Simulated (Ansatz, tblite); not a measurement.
**Tetraphenylgermane (C24H20Ge): which spin state is lowest**

Aim: set other spin states of tetraphenylgermane (C24H20Ge) against its singlet, on many levels of theory.

Program: Ansatz 0.2.0, Gaussian basis. Level of theory: as each input shows. These are calculated values, not measurements.

Levels to be run: triplet, at the geometry of the singlet (GFN1-xTB, GFN2-xTB, PBE0-D4/def2-TZVP, PBE-D4/def2-TZVP); the singlet's energies come from earlier runs.

### 1 The relaxed structure

The geometry is that of the singlet, from an earlier relaxation (PBE-D4/def2-SVP).

SMILES `c1cc[c]([Ge]([c]2ccccc2)([c]2ccccc2)[c]2ccccc2)cc1`, 45 atoms, charge 0, spin multiplicity 1.

Bond lengths: C1–C2 1.404 Å, C1–C25 1.404 Å, C1–H26 1.101 Å, C2–C3 1.404 Å, C2–H27 1.101 Å, C3–C4 1.412 Å, C3–H28 1.102 Å, C4–Ge5 1.963 Å, C4–C24 1.410 Å, Ge5–C6 1.963 Å, Ge5–C12 1.963 Å, Ge5–C18 1.963 Å, C6–C7 1.412 Å, C6–C11 1.410 Å, C7–C8 1.404 Å, C7–H29 1.102 Å, C8–C9 1.404 Å, C8–H30 1.101 Å and more. Angles: C2–C1–C25 119.8°, C2–C1–H26 120.1°, C25–C1–H26 120.1°, C1–C2–C3 120.0°, C1–C2–H27 120.1°, C3–C2–H27 119.9°, C2–C3–C4 120.7°, C2–C3–H28 119.4°, C4–C3–H28 119.9°, C3–C4–Ge5 120.6°, C3–C4–C24 118.7°, Ge5–C4–C24 120.7°, C4–Ge5–C6 109.7°, C4–Ge5–C12 108.9°, C4–Ge5–C18 109.7°, C6–Ge5–C12 109.8°, C6–Ge5–C18 108.9°, C12–Ge5–C18 109.7° and more.

### 2 Triplet at the fixed geometry, GFN1-xTB

Tight binding, by tblite at 300 K electronic temperature and without a spin-polarisation term:

```python
tblite.interface.Calculator('GFN1-xTB', numbers, positions, charge=0, uhf=2).singlepoint()
```

Energy -1712.8104 eV; 0.2 s.

### 3 Triplet at the fixed geometry, GFN2-xTB

Tight binding, by tblite at 300 K electronic temperature and without a spin-polarisation term:

```python
tblite.interface.Calculator('GFN2-xTB', numbers, positions, charge=0, uhf=2).singlepoint()
```

Energy -1721.5599 eV; 0.12 s.

### 4 Triplet at the fixed geometry, PBE0-D4/def2-TZVP

Contents of in.yaml:

```yaml
crystal:
  periodic: [false, false, false]
  atoms:
    - {symbol: C, position_ang: [-1.585733, -3.615391, 2.712786]}
    - {symbol: C, position_ang: [-2.499238, -2.751123, 2.088417]}
    - {symbol: C, position_ang: [-2.033161, -1.702359, 1.278866]}
    - {symbol: C, position_ang: [-0.649404, -1.502146, 1.084569]}
    - {symbol: Ge, position_ang: [-0.000352, -0.000088, 0.000434]}
    - {symbol: C, position_ang: [0.047193, 1.631841, 1.090038]}
    - {symbol: C, position_ang: [0.881002, 2.712217, 0.729280]}
    - {symbol: C, position_ang: [0.886177, 3.896920, 1.483597]}
    - {symbol: C, position_ang: [0.057801, 4.015122, 2.611022]}
    - {symbol: C, position_ang: [-0.772721, 2.945695, 2.982960]}
    - {symbol: C, position_ang: [-0.775893, 1.762175, 2.227873]}
    - {symbol: C, position_ang: [-1.210259, 0.255070, -1.524057]}
    - {symbol: C, position_ang: [-1.783057, -0.855989, -2.179843]}
    - {symbol: C, position_ang: [-2.615283, -0.678467, -3.297160]}
    - {symbol: C, position_ang: [-2.887108, 0.614626, -3.771809]}
    - {symbol: C, position_ang: [-2.326808, 1.728252, -3.125506]}
    - {symbol: C, position_ang: [-1.495782, 1.548536, -2.008354]}
    - {symbol: C, position_ang: [1.811318, -0.385392, -0.649510]}
    - {symbol: C, position_ang: [2.934282, -0.153666, 0.173814]}
    - {symbol: C, position_ang: [4.228251, -0.466853, -0.273518]}
    - {symbol: C, position_ang: [4.415658, -1.013743, -1.553004]}
    - {symbol: C, position_ang: [3.306953, -1.245440, -2.383013]}
    - {symbol: C, position_ang: [2.014452, -0.931188, -1.934027]}
    - {symbol: C, position_ang: [0.256908, -2.380429, 1.714134]}
    - {symbol: C, position_ang: [-0.206778, -3.429169, 2.524100]}
    - {symbol: H, position_ang: [-1.950001, -4.439156, 3.346160]}
    - {symbol: H, position_ang: [-3.581651, -2.897322, 2.229486]}
    - {symbol: H, position_ang: [-2.759544, -1.037283, 0.783598]}
    - {symbol: H, position_ang: [1.543967, 2.626015, -0.147232]}
    - {symbol: H, position_ang: [1.542711, 4.731567, 1.191666]}
    - {symbol: H, position_ang: [0.062870, 4.942532, 3.204597]}
    - {symbol: H, position_ang: [-1.419994, 3.033093, 3.869658]}
    - {symbol: H, position_ang: [-1.424620, 0.925161, 2.533420]}
    - {symbol: H, position_ang: [-1.585580, -1.875043, -1.808679]}
    - {symbol: H, position_ang: [-3.057217, -1.554033, -3.798124]}
    - {symbol: H, position_ang: [-3.540817, 0.755161, -4.646656]}
    - {symbol: H, position_ang: [-2.542079, 2.744202, -3.492033]}
    - {symbol: H, position_ang: [-1.067830, 2.429535, -1.502855]}
    - {symbol: H, position_ang: [2.799883, 0.286680, 1.175439]}
    - {symbol: H, position_ang: [5.095773, -0.278590, 0.378290]}
    - {symbol: H, position_ang: [5.429866, -1.257623, -1.905634]}
    - {symbol: H, position_ang: [3.450802, -1.669558, -3.389136]}
    - {symbol: H, position_ang: [1.151752, -1.107547, -2.596949]}
    - {symbol: H, position_ang: [1.340920, -2.248532, 1.564592]}
    - {symbol: H, position_ang: [0.512400, -4.108274, 3.008296]}
basis:
  gaussian: {orbitals: def2-TZVP, fitting: {mean_field: def2-universal-jkfit}}
magnetization: {spin_polarized: true, initial_magnetization: 2}
hamiltonian: {xc: pbe0, dispersion: d4}
scf: {omitted_lower_state_checks: [starts]}
output: {orbitals: {seedname: orbitals}}
```

Started as:

```
ansatz run in.yaml --threads 2 --pin off --events-out ev --progress --plain --max-ram 22528MiB --backend cuda --devices 0, --max-vram 18GiB
```

The log of the run:

```text
Functional definition: PBE0
  name "PBE0"
  cite "Adamo & Barone, J. Chem. Phys. 110, 6158 (1999) doi:10.1063/1.478522"
  cite "Perdew, Burke & Ernzerhof, Phys. Rev. Lett. 77, 3865 (1996) doi:10.1103/PhysRevLett.77.3865"
  parent pbe
  parameter a = 0.25
  parameter kappa = 0.804
  parameter beta = 0.06672455060314922
  exchange = (1 - a)*pbe_x(kappa = kappa, mu = beta*pi^2/3) + a*exact_x
  correlation = pbe_c(beta = beta)
these checks for a lower state are left out or cut short: starts
2426 factors; integrals over basis functions are off by at most 3.0e-1 eV
mean field evaluation 1: about -81664.0791 eV, gradient 8.4e1 eV
mean field evaluation 2: about -81642.2011 eV, gradient 1.1e2 eV
mean field evaluation 4: about -81692.7913 eV, gradient 2.7e1 eV
mean field evaluation 8: about -81699.3430 eV, gradient 1.7e0 eV
mean field evaluation 16: about -81699.4687 eV, gradient 1.1e-1 eV
mean field evaluation 32: about -81699.4720 eV, gradient 1.7e-4 eV
mean field -81699.47195771 eV, -3002.4002165549 hartree, gradient 8.3e-6 eV, S^2 2.065130; 0 other end points of the search recorded, 0 dependent functions left out
reference -81699.47202587 eV, -3002.4002190596 hartree; 99, 97 occupied and 813, 815 virtual orbitals, 2426 factors
Total energy: -81701.11396129 eV, -3002.4605590734 hartree
Checks for a lower state left out: starts
```

It took 20 s on 1 × H100 (card shared with other runs) with 2 threads of AMD EPYC 7R13, shared host; peak host memory 1.6 GiB.

From the report: HOMO -3.11 eV, LUMO -4.56 eV (over both spins; with the spin held, an empty level of the minority spin lies below the top filled one); ⟨S²⟩ 2.065 (pure: 2.00).

### 5 Triplet at the fixed geometry, PBE-D4/def2-TZVP

start.molden holds the orbitals of an earlier run on this state, given as this run's starting guess.

in.yaml, as its differences from that of step 4:

```diff
@@ -49,5 +49,5 @@
 basis:
-  gaussian: {orbitals: def2-TZVP, fitting: {mean_field: def2-universal-jkfit}}
+  gaussian: {orbitals: def2-TZVP, fitting: {mean_field: def2-universal-jkfit}, initial_orbitals: start.molden}
 magnetization: {spin_polarized: true, initial_magnetization: 2}
-hamiltonian: {xc: pbe0, dispersion: d4}
+hamiltonian: {xc: pbe, dispersion: d4}
 scf: {omitted_lower_state_checks: [starts]}
```

Same command.

The log of the run:

```text
Functional definition: PBE
  name "PBE"
  cite "Perdew, Burke & Ernzerhof, Phys. Rev. Lett. 77, 3865 (1996) doi:10.1103/PhysRevLett.77.3865"
  parent pbe
  parameter kappa = 0.804
  parameter beta = 0.06672455060314922
  exchange = pbe_x(kappa = kappa, mu = beta*pi^2/3)
  correlation = pbe_c(beta = beta)
these checks for a lower state are left out or cut short: starts
2426 factors; integrals over basis functions are off by at most 3.0e-1 eV
mean field evaluation 1: about -81695.0567 eV, gradient 1.4e1 eV
mean field evaluation 2: about -81695.5476 eV, gradient 5.4e-1 eV
mean field evaluation 4: about -81695.5460 eV, gradient 1.9e-1 eV
mean field evaluation 8: about -81695.5475 eV, gradient 2.0e-3 eV
mean field evaluation 16: about -81695.5475 eV, gradient 5.3e-6 eV
mean field -81695.54745603 eV, -3002.2559937782 hartree, gradient 5.3e-6 eV, S^2 2.021609; 0 other end points of the search recorded, 0 dependent functions left out
reference -81695.54755041 eV, -3002.2559972467 hartree; 99, 97 occupied and 813, 815 virtual orbitals, 2426 factors
Total energy: -81697.42842800 eV, -3002.3251182231 hartree
Checks for a lower state left out: starts
```

Run time: 11 s. Hardware: 1 × H100 (card shared with other runs) with 2 threads of AMD EPYC 7R13, shared host; peak host memory 1.6 GiB.

From the report: HOMO -2.13 eV, LUMO -5.63 eV (over both spins; with the spin held, an empty level of the minority spin lies below the top filled one); ⟨S²⟩ 2.022 (pure: 2.00).

### 6 Triplet less singlet, vertical

The singlet's energies are those of its earlier runs, whose logs aren't repeated here.

```
            level  triplet less singlet, vertical (eV)    time
         GFN1-xTB                               +4.068  0.34 s
         GFN2-xTB                               +4.006  0.19 s
 PBE-D4/def2-TZVP                               +4.134    15 s
PBE0-D4/def2-TZVP                               +4.099    27 s
```

Times add the two runs; a level without a time comes out of a correlated run. Tight binding without a spin term can't rank spin states.

### 7 What came out

```
                                                quantity                                   value
triplet less singlet, vertical, functionals in def2-TZVP  +4.099 (PBE0-D4) to +4.134 eV (PBE-D4)
```

In words: All functionals put the triplet above the singlet, over a spread of 0.035 eV. The checks for a lower triplet were left out, so another state of that spin may lie lower. These are electronic energies, without zero-point motion, entropy or surroundings.
